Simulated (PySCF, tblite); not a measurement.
# CH₉BNSi₂ radical: geometry, infrared bands and EPR parameters

Wanted: the infrared bands and EPR parameters of CH₉BNSi₂ radical (`NB[SiH]C[SiH3]`), by calculation.

Computed with tblite 0.8.0 and PySCF 2.14.0, with density-fitted response routines of our own, on a single molecule in the gas phase. Atoms are numbered from 0 throughout.

## (1) The molecule as given

14 atoms, charge 0, multiplicity 2; geometry from: force field or distance geometry start.

Bonds of the start (Å): N0–B1 1.50, B1–Si2 1.96, Si2–C3 1.85, C3–Si4 1.83, N0–H5 1.06, N0–H6 1.05, B1–H7 1.20, Si2–H8 1.48, C3–H9 1.11, C3–H10 1.13, Si4–H11 1.48, Si4–H12 1.46, Si4–H13 1.48.

## (2) Optimising the geometry with GFN2-xTB

Job settings and geometry (Å):

```
{"job": {"kind": "relax", "xc": "GFN2-xTB", "basis": "xTB"}, "charge": 0, "multiplicity": 2}
N     -3.248900     0.092500    -0.212300
B     -1.912400    -0.410500     0.233800
Si    -0.353600     0.747100     0.511500
C      1.089700    -0.387900     0.749300
Si     2.638700     0.156400    -0.058100
H     -4.005700    -0.024700     0.518200
H     -3.223400     1.074600    -0.594000
H     -1.728700    -1.586900     0.114300
H     -0.591100     1.403900     1.820500
H      1.196300    -0.555800     1.843900
H      0.800500    -1.386300     0.313000
H      3.244400    -0.996600    -0.759500
H      2.477900     1.328100    -0.920900
H      3.615600     0.545600     0.978100
```

Launch:

```
> OMP_NUM_THREADS=1 python probes_run.py task.json out
```

This one command runs all jobs of the session in turn.

**Question.** This job is followed by: GFN2-xTB harmonic vibrations, gas phase; UKS B3LYP, pcH-1 on B C H N Si, non-relativistic, mean-field spin-orbit, GIAO. What will the session give for the following? strongest single infrared mode (GFN2-xTB); zero-point energy (GFN2-xTB); g(iso) (B3LYP); ⟨S²⟩; largest a(iso) (averaged by class); surface potential, 1st and 99th percentile.

As calculated:

| quantity | value |
| --- | --- |
| strongest single infrared mode (GFN2-xTB) | 798 cm⁻¹, 539 km/mol |
| zero-point energy (GFN2-xTB) | 60.8 kcal/mol |
| g(iso) (B3LYP) | 2.00382 |
| ⟨S²⟩ | 0.754 (exact 0.75) |
| largest a(iso) (averaged by class) | 29Si on Si2, -100.1 MHz |
| surface potential, 1st and 99th percentile | -0.51 V and 1.80 V |

The optimisation took 123 steps and gained 1.450 eV; among the close pairs (by a distance rule), N0–B1 changed most, from 1.496 to 1.407 Å. No mode is imaginary among the 36: a minimum at this level. The strongest single mode, at 798 cm⁻¹, is spread over several atoms, H12, H11, Si4, H13 among them. GFN2-xTB is a fitted tight-binding method: band positions and strengths are rough. Its intensities can rank the bands wrongly. Most of the unpaired spin sits on Si2 (0.93 e). The isotropic g lies 1.5 ppt above the free-electron value.
